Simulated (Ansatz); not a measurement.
## C2H9BO2Si, SMILES BCO[SiH2]OC: a single point in a Gaussian basis

Program: Ansatz's Python interface.

`run_energy.py`
```python
# -*- coding: utf-8 -*-
"""Electronic structure of the C2H9BO2Si molecule."""

import ansatz

system = (
    ansatz.Crystal.molecule()
    .atom("B", [2.7606, 0.1844, -0.2056])
    .atom("C", [1.2996, 0.1246, -0.8412])
    .atom("O", [0.5365, -0.9, -0.2406])
    .atom("Si", [-0.3784, -0.2791, 1.1002])
    .atom("O", [-1.6196, 0.7861, 0.5304])
    .atom("C", [-2.54, 0.0402, -0.2262])
    .atom("H", [3.4498, -0.7749, -0.215])
    .atom("H", [3.1497, 1.183, 0.2912])
    .atom("H", [0.8183, 1.1299, -0.8116])
    .atom("H", [1.4228, -0.1267, -1.9147])
    .atom("H", [0.5105, 0.4563, 2.013])
    .atom("H", [-0.9791, -1.3992, 1.8409])
    .atom("H", [-3.0344, -0.7444, 0.3902])
    .atom("H", [-2.0608, -0.4057, -1.1269])
    .atom("H", [-3.3355, 0.7254, -0.584])
)

calc = (
    system.calculation()
    .basis(gaussian="def2-SVPD")
    .functional("r2SCAN")
)
done = calc.run(threads=1, pin="off")
summary = done.report

print("reference energy %16.6f eV" % summary["reference_energy_ev"])
print("total energy     %16.6f eV" % summary["free_energy_ev"])
print("occupied orbitals outside the frozen core (up, down):", summary["n_occupied"], " frozen:", summary["n_frozen"], " virtual:", summary["n_virtual"])
```

```console
$ python run_energy.py
reference energy    -14856.876743 eV
total energy        -14856.876743 eV
occupied orbitals outside the frozen core (up, down): [28, 28]  frozen: 0  virtual: [174, 174]
```

Notes:
- Total energies depend on the basis set; only differences at equal settings carry meaning.
- The geometry is a force-field or estimated start, not a minimum of this method, and the basis set is short of its limit.
- Hardware and time: 14 s on 1 thread of Arm Neoverse V2, on a shared host, peak memory 0.35 GiB.

(A comment or docstring line of the script was reworded after the run, the code is as it ran; lines on the test bed's own set-up are left out of the output.)
